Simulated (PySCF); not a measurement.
# RuH₃⁺: relaxation and vibrations of the singlet

Where does singlet RuH₃⁺ go from a trigonal planar start, is the end point a minimum, and what are its modes, charges and moments?

Program: PySCF 2.14.0. Level of theory: PBE0, basis Ru def2-TZVP with ECP28, H def2-TZVP, scalar-relativistic core potentials, no spin–orbit coupling, density fitting. These are calculated values, not measurements.

## 1. The system as given

4 atoms, charge 1, spin multiplicity 1.

Bond lengths: Ru1–H2 1.539 Å, Ru1–H3 1.539 Å, Ru1–H4 1.539 Å. Angles: H2–Ru1–H3 120.0°, H2–Ru1–H4 120.0°, H3–Ru1–H4 120.0°.

Coordinates in bohr (charge 1 multiplicity 1):
```
Ru    0.0000    0.0000    0.0000
H     2.9076    0.0000    0.0000
H    -1.4538    2.5180    0.0000
H    -1.4538   -2.5180    0.0000
```

## 2. Trigonal planar start, singlet: relaxation

One driver script runs all steps and calls PySCF; scf.py shows how it sets up the SCF of each step. The optimiser is the driver's own. Before each start the driver seeks the lowest SCF state from one or more starting densities and follows internal instabilities, so scf.py alone need not reach the same state.

The program finds D3h symmetry in the start, which this walk keeps. Threshold on the gradient: 0.0003 Eh/bohr, with a further test on the energy change.

The input, scf.py:

```python
from pyscf import gto, scf, dft
mol = gto.M(atom='''
Ru     0.000000    -0.000000     0.000000
H      1.538619    -0.000017    -0.000000
H     -0.769295     1.332492    -0.000000
H     -0.769324    -1.332475     0.000000''',
    basis={'Ru': 'def2-TZVP', 'H': 'def2-TZVP'},
    ecp={'Ru': 'def2-TZVP'},
    charge=1, spin=0)
mf = dft.RKS(mol, xc='PBE0')
mf.grids.atom_grid = (50, 194)
aux = {'Ru': 'def2-universal-JKFIT', 'H': 'def2-universal-JKFIT'}
mf = mf.density_fit(auxbasis=aux)
mf.kernel()
```

Energy and gradient, step by step:

```csv
step,energy (Eh),change (kJ/mol),largest symmetric gradient (Eh/bohr)
0,-96.241306,0.00,0.00050
1,-96.241308,0.00,0.00023
```

The walk ran for 0.9 s (4 threads, shared host).

After 1 steps and 0.0 kJ/mol it ends at D3h: Ru–H 1.539 Å (×3); H–Ru–H 120.0° (×3).

## 3. Frequencies

The point is checked on the finer grid, and tightened if its gradient asks for it. The Hessian and the dipole derivatives come from central differences of analytic gradients, with steps of 0.01 bohr.

Changes to scf.py since step 2:

```diff
@@ -3,4 +3,4 @@
-Ru     0.000000    -0.000000     0.000000
-H      1.538619    -0.000017    -0.000000
-H     -0.769295     1.332492    -0.000000
-H     -0.769324    -1.332475     0.000000''',
+Ru    -0.000000     0.000000     0.000000
+H      1.540030    -0.000017    -0.000000
+H     -0.770001     1.333713     0.000000
+H     -0.770029    -1.333697     0.000000''',
@@ -11 +11 @@
-mf.grids.atom_grid = (50, 194)
+mf.grids.atom_grid = (75, 302)
```

The driver hands on the density of the step before, so the log starts near convergence.

Log of the central SCF (cycles and frontier levels):

```text
init E= -96.2412916453722
  HOMO = -0.548317369800104  LUMO = -0.404574345631926  gap/eV = 3.91145
cycle= 1 E= -96.241291645364  delta_E= 8.2e-12  |g|= 7.1e-06  |ddm|= 5.1e-06
  HOMO = -0.548320144362677  LUMO = -0.404576474202929  gap/eV = 3.91146
Extra cycle  E= -96.2412916453216  delta_E= 4.24e-11  |g|= 1.63e-05  |ddm|= 1.19e-05
converged SCF energy = -96.2412916453216
```

The whole step took 5.2 s.

Geometry: D3h; Ru–H 1.540 Å (×3); H–Ru–H 120.0° (×3).

Harmonic modes (main isotopes):

```tsv
symmetry	ω (cm⁻¹)	IR (km/mol)	μ (u)	type
a2''	516i	33.9	1.04	bend
e'	1194	10.1	1.02	bend
a1'	2210	0.0	1.01	stretch
e'	2230	12.4	1.02	stretch
```

With 1 mode imaginary (up to 516i cm⁻¹) this point is a saddle.

Properties at this point:

| Quantity | Value |
| --- | --- |
| Dipole moment about the centre of mass | 0.00 D |
| Highest occupied level | -14.92 eV |
| Lowest empty level | -11.01 eV |
| Rotational constants | 4.702, 4.702, 2.351 cm⁻¹ |
| Zero-point energy (real modes) | 54.2 kJ/mol |
| Principal polarisabilities | 16.2, 32.6, 32.6 bohr³ |
| Principal traceless quadrupole moments about the centre of mass | -0.03, 0.01, 0.01 D Å |

Populations by atom (charges in e):

| atom | Mulliken | Löwdin | polar tensor | Mayer order to Ru1 |
| --- | --- | --- | --- | --- |
| Ru1 | 0.55 | 0.59 | 1.07 | – |
| H2,3,4 | 0.15 | 0.14 | -0.02 | 0.98 |

Outer orbital energies (eV). occupied: -59.66, -59.66, -59.35, -17.73, -17.46, -17.46, -14.92, -14.92; empty: -11.01, -9.29, -9.29, -5.66.

Mulliken populations on Ru1 (outside its core potential): s 2.45, p 6.15, d 6.85, f 0.01.

## 4. Following the imaginary mode

The start is the last point, displaced along its most imaginary mode.

The program finds C3v symmetry in the start, which this walk keeps. The walk stops when the largest gradient is under 0.0003 Eh/bohr and the energy has settled too.

Changes to scf.py since step 3:

```diff
@@ -3,4 +3,4 @@
-Ru    -0.000000     0.000000     0.000000
-H      1.540030    -0.000017    -0.000000
-H     -0.770001     1.333713     0.000000
-H     -0.770029    -1.333697     0.000000''',
+Ru     0.000000    -0.000000     0.003560
+H      1.540030    -0.000017    -0.120000
+H     -0.770001     1.333713    -0.120000
+H     -0.770029    -1.333697    -0.120000''',
@@ -11 +11 @@
-mf.grids.atom_grid = (75, 302)
+mf.grids.atom_grid = (50, 194)
```

Steps of the walk:

```csv
step,energy (Eh),change (kJ/mol),largest symmetric gradient (Eh/bohr)
0,-96.241969,0.00,0.00467
1,-96.242083,-0.30,0.01436
2,-96.242956,-2.59,0.00410
3,-96.243246,-3.35,0.00168
4,-96.243308,-3.51,0.00152
5,-96.243323,-3.55,0.00033
6,-96.243324,-3.56,0.00010
```

The walk took 3.2 s.

It settles in C3v symmetry, 3.6 kJ/mol below the start, after 6 steps: Ru–H 1.537 Å (×3); H–Ru–H 116.5° (×3).

## 5. Hessian and properties

The same treatment as at the point before.

Changes to scf.py since step 4:

```diff
@@ -3,4 +3,4 @@
-Ru     0.000000    -0.000000     0.003560
-H      1.540030    -0.000017    -0.120000
-H     -0.770001     1.333713    -0.120000
-H     -0.770029    -1.333697    -0.120000''',
+Ru     0.000000    -0.000000     0.008248
+H      1.509282    -0.000016    -0.281314
+H     -0.754627     1.307084    -0.281314
+H     -0.754655    -1.307068    -0.281314''',
@@ -11 +11 @@
-mf.grids.atom_grid = (50, 194)
+mf.grids.atom_grid = (75, 302)
```

Log of the central SCF (cycles and frontier levels):

```text
init E= -96.2433288061314
  HOMO = -0.553290832556688  LUMO = -0.415130329939316  gap/eV = 3.75954
cycle= 1 E= -96.2433288061283  delta_E= 3.06e-12  |g|= 5.66e-06  |ddm|= 5.52e-06
  HOMO = -0.553289184025868  LUMO = -0.415129025036691  gap/eV = 3.75953
Extra cycle  E= -96.2433288061123  delta_E= 1.6e-11  |g|= 1.07e-05  |ddm|= 8.82e-06
converged SCF energy = -96.2433288061123
```

The whole step took 5.3 s.

Geometry: C3v; Ru–H 1.537 Å (×3); H–Ru–H 116.5° (×3).

Harmonic modes (main isotopes):

| symmetry | ω (cm⁻¹) | IR (km/mol) | μ (u) | type |
| --- | --- | --- | --- | --- |
| a1 | 637 | 8.4 | 1.04 | bend |
| e | 1102 | 14.0 | 1.02 | bend |
| a1 | 2227 | 1.4 | 1.01 | stretch |
| e | 2236 | 10.0 | 1.02 | stretch |

All wavenumbers are real: a minimum.

Properties at this point:

```yaml
Dipole_moment_about_the_centre_of_mass: 0.35 D
Highest_occupied_level: -15.06 eV
Lowest_empty_level: -11.30 eV
Rotational_constants: 4.569, 4.569, 2.448 cm⁻¹
Zero-point_energy: 57.1 kJ/mol
Principal_polarisabilities: 15.9, 32.5, 32.5 bohr³
Principal_traceless_quadrupole_moments_about_the_centre_of_mass: -0.34, -0.34, 0.69 D Å
Entropy_at_298.15_K_and_1_bar: 227.3 J/(mol K)
Heat_capacity_Cp_at_298.15_K: 39.6 J/(mol K)
Enthalpy_at_298.15_K_above_0_K: 10.42 kJ/mol
Rotational_symmetry_number: 3
```

Populations by atom (charges in e):

```csv
atom,Mulliken,Löwdin,polar tensor,Mayer order to Ru1
Ru1,0.55,0.61,1.04,–
"H2,3,4",0.15,0.13,-0.01,0.98
```

Mulliken populations on Ru1 (outside its core potential): s 2.47, p 6.14, d 6.83, f 0.01.

## 6. Stability of the closed shell

At the lowest minimum the closed shell is tested against spin polarisation, on the (50, 194) grid. It is unstable: an open-shell solution lies lower. That solution was not followed to a minimum here.

## 7. All stationary points

| spin | group | bonds | imaginary modes (cm⁻¹) | ΔE (kJ/mol) | with zero-point energy |
| --- | --- | --- | --- | --- | --- |
| singlet | C3v | Ru–H 1.537 Å (×3) | none | 0.0 | 0.0 |
| singlet | D3h | Ru–H 1.540 Å (×3) | 516i | 5.3 | – |

## 8. Results

| quantity | value |
| --- | --- |
| minimum | singlet, C3v (closed shell, unstable towards spin polarisation) |
| geometry | Ru–H 1.537 Å (×3); H–Ru–H 116.5° (×3) |
| wavenumbers (cm⁻¹) | 637 (a1), 1102 (e), 2227 (a1), 2236 (e) |
| dipole moment (centre of mass) | 0.35 D |
| highest occupied, lowest empty level | -15.06, -11.30 eV |
| polar-tensor charge of Ru1 | +1.04 e |
| zero-point energy | 57.1 kJ/mol |

In words: From D3h at the start the molecule goes to a C3v minimum, after a stop at a saddle point 5.3 kJ/mol higher, from which it was pushed off along an imaginary mode. The strongest infrared band lies at 1102 cm⁻¹ (e, bend). Only this shape and spin were tried, so other structures or states may lie lower. Spin polarisation would lower this closed shell, so its numbers describe a constrained state.

The search up to here ran for 17 s (4 threads, shared host).
